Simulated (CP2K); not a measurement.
# Si2H3F2 (SMILES F[SiH][SiH2]F): an attempt with CP2K

Aim: energy and forces of Si2H3F2.

The results are computed with CP2K 2026.2.

1 further run of the same task is left out (it didn't finish).

## (1) The structure to begin with

The species is Si2H3F2 (7 atoms), meant as a doublet with charge 0. As SMILES, `F[SiH][SiH2]F`. The shape is that of a GFN2-xTB optimisation. This is one conformer, not always the lowest.

Bond lengths: F1–Si2 1.635 Å, Si2–Si3 2.273 Å, Si3–F4 1.618 Å, Si2–H5 1.465 Å, Si3–H6 1.465 Å, Si3–H7 1.462 Å. Angles: F1–Si2–Si3 107.2°, Si2–Si3–F4 102.1°, F1–Si2–H5 98.9°, Si3–Si2–H5 125.8°, Si2–Si3–H6 125.1°, Si2–Si3–H7 112.2°, F4–Si3–H6 101.5°, F4–Si3–H7 104.4°, H6–Si3–H7 108.6°.

## (2) The run

calc.inp

```
&GLOBAL
 PROJECT calc
 RUN_TYPE ENERGY_FORCE
 PRINT_LEVEL MEDIUM
&END

&FORCE_EVAL
 METHOD QS
 &DFT
  CHARGE 0
  MULTIPLICITY 2
  LSD T
  &QS
   METHOD GFN2
   EPS_DEFAULT 1.0E-10
   &SE
    &COULOMB
     CUTOFF [angstrom] 50
     RC_RANGE [angstrom] 0
    &END
    &EXCHANGE
     CUTOFF [angstrom] 50
     RC_RANGE [angstrom] 0
    &END
   &END
  &END
  &POISSON
   PERIODIC NONE
   POISSON_SOLVER ANALYTIC
  &END
  &SCF
   SCF_GUESS ATOMIC
   EPS_SCF 1.0E-07
   MAX_SCF 80
   ADDED_MOS 8
   &DIAGONALIZATION
    ALGORITHM STANDARD
   &END
   &MIXING
    METHOD DIRECT_P_MIXING
    ALPHA 0.4
   &END
  &END
  &PRINT
   &MOMENTS
    PERIODIC F
    REFERENCE COM
    MAX_MOMENT 1
   &END
   &MO ON
    ENERGIES T
    OCCUPATION_NUMBERS T
    NDIGITS 6
    &EACH
     QS_SCF 0
    &END
    ADD_LAST NUMERIC
   &END
   &HIRSHFELD OFF
   &END
  &END
 &END
 &SUBSYS
  &CELL
   ABC [angstrom] 12.9 13.7 13.8
   PERIODIC NONE
  &END
  &COORD
   F     -0.090430     0.970960    -2.162550
   Si     0.857450     0.567440    -0.893140
   Si    -0.444270    -0.566150     0.586140
   F      0.645340    -1.102850     1.654920
   H      1.488310     1.868590    -0.657950
   H     -1.443640     0.043480     1.467630
   H     -1.012760    -1.781480     0.004950
  &END
  &TOPOLOGY
   &CENTER_COORDINATES
   &END
  &END
 &END
 &PRINT
  &FORCES ON
  &END
 &END
&END
```

Launch:

```console
$ OMP_NUM_THREADS=1 cp2k.psmp -i calc.inp > calc.out 2>&1
```

Log:

```text
*******************************************************************************
 *   ___                                                                       *
 *  /   \                                                                      *
 * [ABORT]                                                                     *
 *  \___/                   invalid value for enumeration:GFN2                 *
 *    |                                                                        *
 *  O/|                                                                        *
 * /| |                                                                        *
 * / \                                     input/input_enumeration_types.F:215 *
 *******************************************************************************

 ===== Routine Calling Stack =====

            6 val_create_parsing
            5 section_vals_parse
            4 section_vals_parse
            3 section_vals_parse
            2 section_vals_parse
            1 read_input
```

It took 0.86 s on 1 thread of Intel Xeon 6975P-C (Granite Rapids), shared host; peak memory 0.16 GiB.

## (3) Reading the log

The input was rejected.

The log says `\___/                   invalid value for enumeration:GFN2`. What is wrong: the keyword for the method is given a word that it doesn't take.
